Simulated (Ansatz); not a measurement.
# CH₇GaOSi: small, medium and large basis sets

How large a basis does CH₇GaOSi need? Two functionals are run in growing sets.

The runs use Ansatz 0.2.0, Gaussian basis; one geometry, several basis sets.

The runs, in order: PBE0-D4/def2-SVP; ωB97M-V/def2-SVP; PBE0-D4/def2-QZVPP; ωB97M-V/def2-QZVPP; the functionals' def2-TZVPP values are taken from earlier runs.

**1. The relaxed structure**

All runs share one geometry, relaxed beforehand with PBE0-D4 in a triple-zeta def2 set.

SMILES `C[SiH2][O][GaH2]`, 11 atoms, charge 0, spin multiplicity 1.

Atoms are counted from 1 here; the program's logs count them from 0.

Bond lengths: C1–Si2 1.867 Å, C1–H5 1.094 Å, C1–H6 1.093 Å, C1–H7 1.093 Å, Si2–O3 1.632 Å, Si2–H8 1.491 Å, Si2–H9 1.490 Å, O3–Ga4 1.780 Å, Ga4–H10 1.562 Å, Ga4–H11 1.556 Å. Angles: Si2–C1–H5 109.9°, Si2–C1–H6 111.5°, Si2–C1–H7 111.5°, H5–C1–H6 107.8°, H5–C1–H7 107.8°, H6–C1–H7 108.1°, C1–Si2–O3 112.8°, C1–Si2–H8 109.1°, C1–Si2–H9 109.2°, O3–Si2–H8 108.8°, O3–Si2–H9 108.7°, H8–Si2–H9 108.1°, Si2–O3–Ga4 141.7°, O3–Ga4–H10 116.6°, O3–Ga4–H11 114.1°, H10–Ga4–H11 129.4°.

**2. PBE0-D4 in def2-SVP**

The input, in.yaml:

```yaml
crystal:
  periodic: [false, false, false]
  atoms:
    - {symbol: C, position_ang: [-0.313320, 1.454655, -0.565067]}
    - {symbol: Si, position_ang: [-0.474825, 0.432215, 0.988375]}
    - {symbol: O, position_ang: [0.106637, -1.082935, 0.811813]}
    - {symbol: Ga, position_ang: [0.869016, -2.155471, -0.387256]}
    - {symbol: H, position_ang: [-0.717934, 2.456772, -0.395100]}
    - {symbol: H, position_ang: [-0.863726, 1.008502, -1.397502]}
    - {symbol: H, position_ang: [0.731570, 1.562517, -0.867445]}
    - {symbol: H, position_ang: [-1.912520, 0.351860, 1.373528]}
    - {symbol: H, position_ang: [0.264834, 1.103154, 2.094860]}
    - {symbol: H, position_ang: [1.126063, -1.548575, -1.803102]}
    - {symbol: H, position_ang: [1.184195, -3.582704, 0.146896]}
basis:
  gaussian: {orbitals: def2-SVP}
hamiltonian: {xc: pbe0, dispersion: d4}
output: {orbitals: {seedname: orbitals}}
```

The run is started by

```sh
$ ansatz run in.yaml --threads 4 --pin off --events-out ev --progress --plain --max-ram 10444MiB
```

The runs that follow: ωB97M-V in def2-SVP; PBE0-D4 in def2-QZVPP; ωB97M-V in def2-QZVPP.

Before running them: what should the planned runs give, taken together? Wanted: PBE0-D4: double and triple zeta above quadruple; ωB97M-V: double and triple zeta above quadruple.

As calculated:

```
                                       quantity           value
PBE0-D4: double and triple zeta above quadruple  15.09, 1.67 eV
ωB97M-V: double and triple zeta above quadruple  15.18, 1.60 eV
```

What this shows: PBE0-D4 gains 13.42 eV from double to triple zeta, then 1.67 eV more. These are total energies; as a rule much of such shifts cancels in differences, which this series doesn't test.
